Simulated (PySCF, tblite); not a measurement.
**C₅H₁₀OS₂Si: geometry, infrared bands and NMR shifts**

What infrared bands and NMR shifts should C₅H₁₀OS₂Si (`C=C([SiH2]OC(C)=S)SC`) show?

The runs use tblite 0.8.0 and PySCF 2.14.0, with density-fitted response routines of our own; the level of theory stands in each step. All values are computed, except where a source is named. Atoms count from 0, in the outputs and in this text.

## (1) Starting geometry

19 atoms, charge 0, multiplicity 1; geometry from: force field or distance geometry start.

Bonds of the start (Å): C0–C1 1.33, C1–Si2 1.83, Si2–O3 1.72, O3–C4 1.40, C4–C5 1.50, C4–S6 1.64, C1–S7 1.81, S7–C8 1.79, C0–H9 1.07, C0–H10 1.10, Si2–H11 1.47, Si2–H12 1.49, C5–H13 1.12, C5–H14 1.12, C5–H15 1.11, C8–H16 1.11, C8–H17 1.12, C8–H18 1.11.

## (2) Geometry optimisation with GFN2-xTB

What the job is given:

```
{"job": {"kind": "relax", "xc": "GFN2-xTB", "basis": "xTB"}, "charge": 0, "multiplicity": 1}
C      1.523300    -0.997600    -0.444300
C      1.263600     0.162900     0.159500
Si    -0.442700     0.810200     0.243700
O     -1.580400    -0.155600    -0.619500
C     -2.741100    -0.596800     0.022600
C     -4.081400     0.030000    -0.247200
S     -2.743100    -1.833700     1.096500
S      2.550400     1.147100     0.957000
C      4.110700     0.290000     0.744700
H      2.534100    -1.354200    -0.463300
H      0.723800    -1.586900    -0.919000
H     -0.842700     0.951600     1.654500
H     -0.455300     2.186300    -0.331700
H     -4.172300     0.271200    -1.338400
H     -4.174800     0.978500     0.344500
H     -4.864400    -0.676700     0.092100
H      4.173500    -0.141400    -0.278500
H      4.975100     0.996800     0.811300
H      4.234000    -0.472500     1.538600
```

Started as:

```console
> OMP_NUM_THREADS=1 python probes_run.py task.json out
```

One launch serves the whole session: the jobs run in the order shown.

**Question.** This job is followed by: GFN2-xTB harmonic vibrations, gas phase; GIAO PBE0/pcSseg-1 NMR shielding, non-relativistic, gas phase. Predict these results of the whole session: strongest single infrared mode (GFN2-xTB); zero-point energy (GFN2-xTB); ¹³C shifts against TMS (PBE0/pcSseg-1); ¹H shifts against TMS (PBE0/pcSseg-1, means over atoms taken as alike); ²⁹Si shifts against TMS (PBE0/pcSseg-1); ¹⁷O shifts against H2O (PBE0/pcSseg-1); ³³S shifts against CS2 (PBE0/pcSseg-1).

As calculated:

| quantity | value |
| --- | --- |
| strongest single infrared mode (GFN2-xTB) | 1307 cm⁻¹, 468 km/mol |
| zero-point energy (GFN2-xTB) | 84.3 kcal/mol |
| ¹³C shifts against TMS (PBE0/pcSseg-1) | 234.9, 146.4, 122.9, 37.8, 18.6 ppm |
| ¹H shifts against TMS (PBE0/pcSseg-1, means over atoms taken as alike) | 5.83, 5.51, 5.28, 2.92, 2.24 ppm |
| ²⁹Si shifts against TMS (PBE0/pcSseg-1) | -37.8 ppm |
| ¹⁷O shifts against H2O (PBE0/pcSseg-1) | 264.5 ppm |
| ³³S shifts against CS2 (PBE0/pcSseg-1) | 496, 24 ppm |

**Reading.** Over 149 steps the energy fell by 0.853 eV; of the close pairs, O3–C4 changed most, 1.398 to 1.312 Å. No mode is imaginary among the 51: a minimum at this level. The strongest single mode, at 1307 cm⁻¹, moves mainly C4. Unscaled tight-binding wavenumbers are off by several per cent, some by more. Its intensities can rank the bands wrongly. The most deshielded carbon is C4 (thiocarbonyl carbon), at 234.9 ppm: low-lying n→π* states of the double bond to the heteroatom give a large paramagnetic term (-302 ppm). At PBE0/pcSseg-1: The widest tensor belongs to S6: span 1022 ppm, with a paramagnetic part of -1052 ppm.
